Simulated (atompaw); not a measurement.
# A PAW (atompaw) potential for Si, from input to tests

Do these settings give a usable potential? It is generated, then checked for scattering, ghosts and hardness.

Method: atompaw 4.2.0.5, PBE, scalar-relativistic.

## (1) The design

The settings as typed:

- element: silicon (Si, Z = 14)
- type: PAW
- frozen core: [Ne]
- valence charge: 4
- reference configuration: 3s2 3p2
- partial waves: 3s (bound): rc 2.80 bohr; 3s channel at -0.15 Ry: rc 2.80 bohr; 3p (bound): rc 2.80 bohr; 3p channel at 0.9 Ry: rc 2.70 bohr; 3d channel at 0.45 Ry: rc 2.80 bohr; 3d channel at 1.8 Ry: rc 2.80 bohr
- local potential: troulliermartins scheme with l = 3 at 0 Ry, radius 1.12 bohr
- core correction: smooth core density matched at 2.15 bohr
- augmentation charge: sinc compensation charge, radius 2.65 bohr; PAW radius 2.80 bohr; waves and projectors: custom polynom vanderbiltortho

The nodes and maxima of the atom's own shells, from an earlier all-electron run, set the scale for the radii.

All-electron outer shells of the reference configuration (PBE, scalar-relativistic, ld1.x):

```csv
shell,level (eV),outermost node (bohr),outermost maximum (bohr)
2s,-139.50,0.15,0.45
2p,-95.56,–,0.39
3s,-10.81,0.72,1.80
3p,-4.08,0.72,2.17
```

## (2) Generation

Si.input reads:

```
Si 14
GGA-PBE scalarrelativistic loggrid 1500 logderivrange -3 5 201
3 3 0 0 0 0
3 1 2
0 0 0
c
c
v
c
v
2
2.80 2.65 1.12 2.15
y
-0.15
n
y
0.9
n
y
0.45
y
1.8
n
custom polynom vanderbiltortho sinc
3 0 troulliermartins
2.80
2.80
2.80
2.70
2.80
2.80
PWSCFOUT
UPFDX 0.0125d0 UPFXMIN -7.d0 UPFZMESH 14.d0
END
```

Started as:

```
$ atompaw < Si.input > Si.log
```

Before running it: what results should come out? Wanted: cutoffs for 10 and 1 mRy, occupied levels; bound ghosts; largest phase difference near zero energy, channels read; lowest eigenvalue of the overlap; share of valence orbitals outside the PAW sphere; UPF file.

The runs gave:

| quantity | value |
| --- | --- |
| cutoffs for 10 and 1 mRy, occupied levels | 6 Ry or less and 8 Ry |
| bound ghosts | none found |
| largest phase difference near zero energy, channels read | 0.000 rad |
| lowest eigenvalue of the overlap (Bessel basis) | 0.010 (s) |
| share of valence orbitals outside the PAW sphere | 3s 20 %, 3p 42 % |
| UPF file | written |

The overlap operator is nearly singular (0.010). It counts as soft on the atom, with 6 Ry or less needed at the looser tolerance. The slowest occupied level is 3p: taken alone it needs 8 Ry to come within 1 mRy, against 6 Ry or less for 3s. It is free of bound ghosts as far as tested. Near zero energy the phases of the channels with partial waves agree within 0.001 rad. All of this concerns the isolated atom, not yet a solid.
